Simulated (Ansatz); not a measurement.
# CHI₂ radical: a ladder of functionals and wavefunction methods

One table from this session's results is given with a row withheld; the runs are named, their logs left out.

Method: functionals in def2-TZVPP, the program's frozen cores in correlated methods; program: Ansatz 0.2.0, Gaussian basis.

Levels to be run: LDA (SPW92), PBE-D4, revPBE-D4, BLYP-D4, r2SCAN-D4, B97M-V, PBE0-D4, B3LYP-D4, r2SCANh-D4, r2SCAN0-D4, HSE06-D4, BHLYP-D4, CAM-B3LYP-D4, LC-ωPBE, ωB97X-V, ωB97M-V, B2PLYP, PBE-QIDH; CCSD(T)/def2-SVP; CCSD(T)/def2-TZVPP; MP2/def2-QZVPP; extrapolation to the limit; RPA on PBE.

**Structure used throughout**

All runs share one geometry, relaxed beforehand with PBE0-D4 in a triple-zeta def2 set. I takes the def2 core potential; no spin-orbit term is included.

SMILES `I[CH]I`, 4 atoms, charge 0, spin multiplicity 2.

Atoms are counted from 1 here; the program's logs count them from 0.

Bond lengths: I1–C2 2.037 Å, C2–I3 2.037 Å, C2–H4 1.081 Å. Angles: I1–C2–I3 123.3°, I1–C2–H4 117.2°, I3–C2–H4 117.2°.

The first run:

File in.yaml:

```yaml
crystal:
  periodic: [false, false, false]
  atoms:
    - {symbol: I, position_ang: [-1.742254, 0.249420, -0.792883]}
    - {symbol: C, position_ang: [0.100185, 0.188431, 0.074885]}
    - {symbol: I, position_ang: [0.933063, -1.516904, 0.816147]}
    - {symbol: H, position_ang: [0.764606, 1.018752, -0.118349]}
basis:
  gaussian: {orbitals: def2-TZVPP}
magnetization: {spin_polarized: true, initial_magnetization: 1}
hamiltonian: {xc: lda}
output: {orbitals: {seedname: orbitals}}
```

Among the steps run: LDA; PBE-D4 (GGA); revPBE-D4 (GGA); BLYP-D4 (GGA); r2SCAN-D4 (meta-GGA); B97M-V (meta-GGA); PBE0-D4 (hybrid); B3LYP-D4 (hybrid); r2SCANh-D4 (hybrid); r2SCAN0-D4 (hybrid); HSE06-D4 (hybrid); BHLYP-D4 (hybrid); CAM-B3LYP-D4 (range-separated); LC-ωPBE-D4 (range-separated; the results give it without D4); ωB97X-V (range-separated); ωB97M-V (range-separated); B2PLYP (double hybrid); PBE-QIDH (double hybrid).

One of the session's tables, all rows but one given; the rest of the session is left out.

It belongs to the step «Orbital energies across the functionals». 

| functional | HOMO (eV) | LUMO (eV) | gap (eV) |
| --- | --- | --- | --- |
| LDA (SPW92) | -4.82 | -3.83 | 0.99 |
| PBE-D4 | -4.79 | -3.42 | 1.37 |
| revPBE-D4 | -4.76 | -3.31 | 1.45 |
| BLYP-D4 | -4.60 | -3.31 | 1.29 |
| r2SCAN-D4 | -5.23 | -2.92 | 2.32 |
| B97M-V | ? | ? | ? |
| PBE0-D4 | -6.08 | -2.42 | 3.66 |
| B3LYP-D4 | -5.79 | -2.72 | 3.07 |
| r2SCANh-D4 | -5.70 | -2.56 | 3.14 |
| r2SCAN0-D4 | -6.39 | -2.03 | 4.37 |
| HSE06-D4 | -5.69 | -2.81 | 2.88 |
| BHLYP-D4 | -7.16 | -1.34 | 5.82 |
| CAM-B3LYP-D4 | -7.33 | -1.38 | 5.95 |
| LC-ωPBE | -8.72 | -0.14 | 8.59 |
| ωB97X-V | -8.26 | -0.48 | 7.78 |
| ωB97M-V | -8.04 | -0.61 | 7.43 |

Q: Estimate the row for B97M-V from the others.

The run gave: HOMO (eV): -5.08; LUMO (eV): -3.13; gap (eV): 1.94. In the column «HOMO (eV)» it lies between r2SCAN-D4 (-5.23) and LDA (SPW92) (-4.82).
